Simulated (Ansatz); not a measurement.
# CH₄Sb radical (SMILES [CH2][SbH2]): one structure at several levels

How do the functionals fare away from a minimum? The structure is a structure displaced at random from a GFN2-xTB minimum.

Method: single points in def2-TZVPP; program: Ansatz 0.2.0, Gaussian basis.

Cores are frozen in the correlated methods. Filled d shells of the heavier atoms are correlated. Core potentials replace the inner electrons past krypton, and spin-orbit coupling is left out. Orbitals are unrestricted.

## 1. The system as given

SMILES `[CH2][SbH2]`, 6 atoms, charge 0, spin multiplicity 2.

Atoms are counted from 1 here; the program's logs count them from 0.

Bond lengths: C1–Sb2 2.031 Å, C1–H3 1.090 Å, C1–H4 1.082 Å, Sb2–H5 1.690 Å, Sb2–H6 1.699 Å. Angles: Sb2–C1–H3 116.4°, Sb2–C1–H4 117.9°, H3–C1–H4 115.3°, C1–Sb2–H5 95.3°, C1–Sb2–H6 96.7°, H5–Sb2–H6 90.9°.

Geometry (Å):

```xyz
6
charge 0, multiplicity 2
C    -0.1798   -0.9423   -0.0279
Sb    0.7710    0.8466    0.1146
H    -0.2742   -1.5151    0.8941
H    -0.0231   -1.5296   -0.9235
H    -0.0226    1.5496   -1.2013
H    -0.3234    1.5679    1.1961
```

## 2. CCSD(T)/def2-TZVPP

The input, run/in.yaml:

```yaml
crystal:
  periodic: [false, false, false]
  atoms:
    - {symbol: C, position_ang: [-0.179800, -0.942300, -0.027900]}
    - {symbol: Sb, position_ang: [0.771000, 0.846600, 0.114600]}
    - {symbol: H, position_ang: [-0.274200, -1.515100, 0.894100]}
    - {symbol: H, position_ang: [-0.023100, -1.529600, -0.923500]}
    - {symbol: H, position_ang: [-0.022600, 1.549600, -1.201300]}
    - {symbol: H, position_ang: [-0.323400, 1.567900, 1.196100]}
basis:
  gaussian: {orbitals: def2-TZVPP}
magnetization: {spin_polarized: true, initial_magnetization: 1}
correlation: {method: ccsd_t}
scf: {omitted_lower_state_checks: [cluster_reference]}
output: {forces: true}
```

No record of the launch command was kept for these runs.

## 3. PBE0-D4/def2-TZVPP

Edit run/in.yaml of step 2 so:

```diff
@@ -12,4 +12,3 @@
 magnetization: {spin_polarized: true, initial_magnetization: 1}
-correlation: {method: ccsd_t}
-scf: {omitted_lower_state_checks: [cluster_reference]}
-output: {forces: true}
+hamiltonian: {xc: pbe0, dispersion: d4}
+output: {forces: true, orbitals: {seedname: orbitals}}
```

## 4. wB97M-V/def2-TZVPP

Edit run/in.yaml of step 3 so:

```diff
@@ -12,3 +12,3 @@
 magnetization: {spin_polarized: true, initial_magnetization: 1}
-hamiltonian: {xc: pbe0, dispersion: d4}
-output: {forces: true, orbitals: {seedname: orbitals}}
+hamiltonian: {xc: {name: wB97M-V}}
+output: {forces: true}
```

## 5. r2SCAN-D4/def2-TZVPP

Edit run/in.yaml of step 4 so:

```diff
@@ -12,3 +12,3 @@
 magnetization: {spin_polarized: true, initial_magnetization: 1}
-hamiltonian: {xc: {name: wB97M-V}}
+hamiltonian: {xc: r2scan, dispersion: d4}
 output: {forces: true}
```

## 6. PBE-D4/def2-TZVPP

Edit run/in.yaml of step 5 so:

```diff
@@ -12,3 +12,3 @@
 magnetization: {spin_polarized: true, initial_magnetization: 1}
-hamiltonian: {xc: r2scan, dispersion: d4}
+hamiltonian: {xc: pbe, dispersion: d4}
 output: {forces: true}
```

## 7. BLYP-D4/def2-TZVPP

Edit run/in.yaml of step 6 so:

```diff
@@ -12,3 +12,3 @@
 magnetization: {spin_polarized: true, initial_magnetization: 1}
-hamiltonian: {xc: pbe, dispersion: d4}
+hamiltonian: {xc: {name: BLYP}, dispersion: d4}
 output: {forces: true}
```

## 8. r2SCAN0-D4/def2-TZVPP

Edit run/in.yaml of step 7 so:

```diff
@@ -12,3 +12,3 @@
 magnetization: {spin_polarized: true, initial_magnetization: 1}
-hamiltonian: {xc: {name: BLYP}, dispersion: d4}
+hamiltonian: {xc: {name: r2SCAN0}, dispersion: d4}
 output: {forces: true}
```

(Steps that only read results are left out.)

Before running it: what results should come out? Wanted: energy less free atoms, CCSD(T)/def2-TZVPP; RMS force component; RMS force error; HOMO and LUMO, PBE0-D4; T1 diagnostic.

As calculated:

```
                                  quantity                                                                                              value
energy less free atoms, CCSD(T)/def2-TZVPP                                                                                     -1567.4 kJ/mol
                       RMS force component                                                               0.396 to 0.523 eV/Å over the methods
                           RMS force error  PBE0-D4 0.083, wB97M-V 0.045, r2SCAN-D4 0.088, PBE-D4 0.205, BLYP-D4 0.228, r2SCAN0-D4 0.063 eV/Å
                    HOMO and LUMO, PBE0-D4                                                                                 -6.17 and -2.09 eV
                             T1 diagnostic                                                                                              0.017
```

What this shows: Against CCSD(T) the functionals' energies less atoms differ by -67.1 to -29.9 kJ/mol, PBE-D4 by -67.1 kJ/mol. A larger basis would deepen the CCSD(T) value, while the functionals are nearly converged already, so the order here is not reliable. For forces wB97M-V does best and BLYP-D4 worst. Frozen-core CCSD(T) forces in triple zeta carry basis errors of their own, and this is one geometry, so small gaps rank nothing.
